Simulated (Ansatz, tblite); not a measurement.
# In3As3 wurtzite hole sphere (In₃As₃H₁₂): a ladder of methods and basis sets

The task here is to estimate one member of a computed series from the others.

Program: Ansatz 0.2.0, Gaussian basis. Level of theory: as each input shows. These are calculated values, not measurements.

Plan: GFN1-xTB, GFN2-xTB, PBE-D4/def2-TZVP, r2SCAN-D4/def2-TZVP, B97M-V/def2-TZVP, CAM-B3LYP-D4/def2-TZVP, BHLYP-D4/def2-TZVP, PBE-D4/def2-SVP, PBE0-D4/def2-SVP, CCSD(T)/def2-SVP, MP2/def2-TZVP, RPA/def2-TZVP.

2 further runs of the same task are left out: 2 set aside as unsound or not needed.

## The geometry

The singlet was relaxed beforehand with r2SCAN-D4/def2-SVP.

18 atoms, charge 0, spin multiplicity 1.

Bond lengths: As1–In2 2.719 Å, As1–In4 2.719 Å, As1–H7 1.514 Å, As1–H8 1.514 Å, In2–As3 2.719 Å, In2–H9 1.723 Å, In2–H10 1.721 Å, As3–In6 2.719 Å, As3–H11 1.514 Å, As3–H12 1.514 Å, In4–As5 2.719 Å, In4–H13 1.723 Å, In4–H14 1.721 Å, As5–In6 2.719 Å, As5–H15 1.514 Å, As5–H16 1.514 Å, In6–H17 1.721 Å, In6–H18 1.723 Å. Angles: In2–As1–In4 132.3°, In2–As1–H7 105.5°, In2–As1–H8 106.1°, In4–As1–H7 105.5°, In4–As1–H8 106.1°, H7–As1–H8 95.6°, As1–In2–As3 94.8°, As1–In2–H9 107.2°, As1–In2–H10 106.1°, As3–In2–H9 107.2°, As3–In2–H10 106.1°, H9–In2–H10 129.9°, In2–As3–In6 132.3°, In2–As3–H11 106.1°, In2–As3–H12 105.4°, In6–As3–H11 106.1°, In6–As3–H12 105.4°, H11–As3–H12 95.6° and more.

As a file:

```
As   -0.0040   -2.3099   -0.2260
In   -2.4896   -1.4324    0.4403
As   -2.0002    1.1579   -0.2256
In    2.4833   -1.4408    0.4457
As    2.0052    1.1520   -0.2180
In    0.0038    2.8709    0.4395
H    -0.0063   -3.7942    0.0707
H    -0.0032   -2.4611   -1.7320
H    -3.5840   -2.0622   -0.7325
H    -2.5672   -1.4766    2.1588
H    -2.1377    1.2372   -1.7308
H    -3.2831    1.9014    0.0785
H     3.5779   -2.0732   -0.7254
H     2.5565   -1.4878    2.1645
H     2.1502    1.2329   -1.7225
H     3.2889    1.8911    0.0934
H     0.0004    2.9642    2.1579
H     0.0089    4.1306   -0.7364
```

In takes a core potential in the def2 sets. No spin-orbit coupling is included.

PBE0-D4/def2-TZVP was run before; its log isn't repeated, and its numbers join the tables.

Set-up of the first run:

Tight binding, by tblite at 300 K electronic temperature and without a spin-polarisation term:

```python
tblite.interface.Calculator('GFN1-xTB', numbers, positions, charge=0, uhf=0).singlepoint()
```

Tight binding, by tblite at 300 K electronic temperature and without a spin-polarisation term:

```python
tblite.interface.Calculator('GFN2-xTB', numbers, positions, charge=0, uhf=0).singlepoint()
```

start.molden holds the orbitals of an earlier run on this state, given as this run's starting guess.

File in.yaml:

```yaml
crystal:
  periodic: [false, false, false]
  atoms:
    - {symbol: As, position_ang: [-0.003981, -2.309905, -0.225965]}
    - {symbol: In, position_ang: [-2.489614, -1.432400, 0.440251]}
    - {symbol: As, position_ang: [-2.000225, 1.157922, -0.225555]}
    - {symbol: In, position_ang: [2.483261, -1.440839, 0.445721]}
    - {symbol: As, position_ang: [2.005237, 1.151982, -0.218049]}
    - {symbol: In, position_ang: [0.003820, 2.870867, 0.439490]}
    - {symbol: H, position_ang: [-0.006293, -3.794187, 0.070729]}
    - {symbol: H, position_ang: [-0.003175, -2.461073, -1.732020]}
    - {symbol: H, position_ang: [-3.583965, -2.062200, -0.732499]}
    - {symbol: H, position_ang: [-2.567166, -1.476605, 2.158826]}
    - {symbol: H, position_ang: [-2.137659, 1.237177, -1.730829]}
    - {symbol: H, position_ang: [-3.283104, 1.901447, 0.078520]}
    - {symbol: H, position_ang: [3.577862, -2.073238, -0.725418]}
    - {symbol: H, position_ang: [2.556541, -1.487796, 2.164452]}
    - {symbol: H, position_ang: [2.150227, 1.232942, -1.722519]}
    - {symbol: H, position_ang: [3.288899, 1.891149, 0.093364]}
    - {symbol: H, position_ang: [0.000369, 2.964203, 2.157886]}
    - {symbol: H, position_ang: [0.008943, 4.130566, -0.736386]}
basis:
  gaussian: {orbitals: def2-TZVP, initial_orbitals: start.molden}
hamiltonian: {xc: pbe, dispersion: d4}
scf: {omitted_lower_state_checks: [starts]}
output: {forces: true, orbitals: {seedname: orbitals}}
```

Command:

```sh
$ ansatz run in.yaml --threads 2 --pin off --events-out ev --progress --plain --max-ram 32768MiB --backend cuda --devices 0, --max-vram 18GiB
```

Among the steps run: PBE-D4/def2-TZVP; r2SCAN-D4/def2-TZVP; B97M-V/def2-TZVP; CAM-B3LYP-D4/def2-TZVP; BHLYP-D4/def2-TZVP; PBE-D4/def2-SVP; PBE0-D4/def2-SVP; CCSD(T)/def2-SVP; MP2/def2-TZVP; RPA/def2-TZVP.

One of the session's tables, all rows but one given; the rest of the session is left out.

It belongs to the step «Binding energy». 

```
                method  binding an atom (eV)
           HF/def2-SVP                 1.542
          HF/def2-TZVP                 1.559
       PBE-D4/def2-SVP                 2.261
      PBE-D4/def2-TZVP                 2.275
   r2SCAN-D4/def2-TZVP                 2.307
      B97M-V/def2-TZVP                 2.346
      PBE0-D4/def2-SVP                     ?
     PBE0-D4/def2-TZVP                 2.271
    BHLYP-D4/def2-TZVP                 2.285
CAM-B3LYP-D4/def2-TZVP                 2.319
          MP2/def2-SVP                 2.071
         MP2/def2-TZVP                 2.122
         CCSD/def2-SVP                 2.095
      CCSD(T)/def2-SVP                 2.121
```

Estimate the missing values for PBE0-D4/def2-SVP.

As computed: binding an atom (eV): 2.257. In the column «binding an atom (eV)» it lies between MP2/def2-TZVP (2.122) and PBE-D4/def2-SVP (2.261).

To keep in mind: Free atoms were run apart at each level; binding is atoms less cluster, divided by the number of atoms, without zero-point or spin-orbit terms.
